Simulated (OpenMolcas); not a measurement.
# Hf: CASSCF terms and fine-structure levels

Aim: the low terms and levels of Hf, with their order and spacing.

The numbers are computed with OpenMolcas 26.06 (state-averaged CASSCF, spin-orbit coupling by RASSI with atomic mean-field integrals), except any that are marked as measured or tabulated.

**1. Starting point**

```
Species                           : Hf (hafnium, Z = 72, 72 electrons)
Basis                             : ANO-R0 [6s4p3d1f], 40 functions
Scalar Hamiltonian                : X2C, finite nucleus
Inactive shells                   : 1s 2s 2p 3s 3p 3d 4s 4p 4d 4f 5s 5p
Active space                      : 4 electrons in 5 orbitals (5d)
Some configurations of this space : 5d⁴
Orbitals                          : optimised for the highest spin of each parity, averaged over all roots
```

The outer shells:

5d4
```
5d [↑ ][↑ ][↑ ][↑ ][  ]
```

The work runs as a chain of OpenMolcas steps in one folder; each step below is one input file. Labels, J, g values, rates, χT and fits are worked out afterwards by a script from the matrices that RASSI stores.

**2. Basis and integrals**

The input, a.inp:

```
&GATEWAY
Coord
1

Hf 0.0 0.0 0.0
Basis=ANO-R0
Group=XYZ
NoMove
AngMom=0.0 0.0 0.0
AMFI
&SEWARD
```

Command:

```bash
$ OMP_NUM_THREADS=1 MOLCAS_MEM=2252 MOLCAS_PROJECT=a pymolcas a.inp > a.log
```

**3. CASSCF: quintets of even parity, 5 roots**

The input, a.inp:

```
&RASSCF
FileOrb=start.orb
Symmetry=1
Spin=5
nActEl=4 0 0
Inactive=15 19
Ras2=5 0
CIRoot=5 5 1
SDav=5
CIMx=300
Iter=120 100
PrWF=0.3
OrbListing=Nothing
MaxOrb=0
Atom
>>> COPY $Project.JobIph JOB001
```

start.orb holds the contracted functions of the basis, ordered by shell, or the orbitals of the step before.

**4. Reference wave functions, triplets of even parity, 45 roots**

The input, a.inp:

```
&RASSCF
FileOrb=start.orb
Symmetry=1
Spin=3
nActEl=4 0 0
Inactive=15 19
Ras2=5 0
CIRoot=45 45 1
SDav=45
CIMx=300
Iter=120 100
PrWF=0.3
OrbListing=Nothing
MaxOrb=0
Atom
CIOnly
>>> COPY $Project.JobIph JOB002
```

**5. CASSCF: singlets of even parity, 50 roots**

The input, a.inp:

```
&RASSCF
FileOrb=start.orb
Symmetry=1
Spin=1
nActEl=4 0 0
Inactive=15 19
Ras2=5 0
CIRoot=50 50 1
SDav=50
CIMx=300
Iter=120 100
PrWF=0.3
OrbListing=Nothing
MaxOrb=0
Atom
CIOnly
>>> COPY $Project.JobIph JOB003
```

**6. RASSI: spin-orbit coupling between the states**

The input, a.inp:

```
&RASSI
NrOfJobIphs=3 5 45 44
1 2 3 4 5
1 2 3 4 5 6 7 8 9 10 11 12 13 14 15 16 17 18 19 20 21 22 23 24 25 26 27
28 29 30 31 32 33 34 35 36 37 38 39 40 41 42 43 44 45
1 2 3 4 5 6 7 8 9 10 11 12 13 14 15 16 17 18 19 20 21 22 23 24 25 26 27
28 29 30 31 32 33 34 35 36 37 38 39 40 41 42 43 44
IphNames
JOB001
JOB002
JOB003
EJob
SpinOrbit
DIPRint=1.0
SOCoupling=1000.0
Subsets=2
MEES
Property=10
'ANGMOM' 1 'ANGMOM' 2 'ANGMOM' 3 'MLTPL  1' 1 'MLTPL  1' 2 'MLTPL  1' 3
'AMFI' 1 'AMFI' 2 'AMFI' 3 'MLTPL  2' 6
SOProperty=3
'ANGMOM' 1 'ANGMOM' 2 'ANGMOM' 3
```

Q: Predict the outcome of this session. Wanted: lowest level; first excited level; lowest level of another term; spin-orbit lowering of the lowest level; strongest of the lines computed, by gA.

**Answer**, as computed:

| quantity | value |
| --- | --- |
| method | CASSCF |
| lowest level | 5d⁴ ⁵D₀, 91 % of that term |
| ground level listed by NIST | 3F2 |
| first excited level | 5d⁴ ⁵D₁ at 0.0769 eV |
| lowest level of another term | 5d⁴ ³P₀(1) at 1.2166 eV |
| spin-orbit lowering of the lowest level | 0.3411 eV |
| strongest of the lines computed, by gA (one parity, so forbidden lines), at CASSCF energies | 5d⁴ ³F₄(2) → 5d⁴ ³H₆, 616.8 nm, A = 2.38e+00 s⁻¹ |

**Reading.** The multiplet ⁵D is regular; its intervals divided by the larger J differ by 92 % of their mean, where Landé's rule for pure LS coupling makes them equal. Only the configurations of the active space and the roots asked for are present. The triplets, singlets rest on orbitals optimised for another spin in at least one step, which raises them against the optimised states. Not all states of the active space went into the spin-orbit step. The free ion's ground configuration, as NIST lists it, lies outside this active space, so the lowest level here need not be the ground level. Only valence configurations of the active space appear, up to the ionisation limit; * or ° marks odd parity.
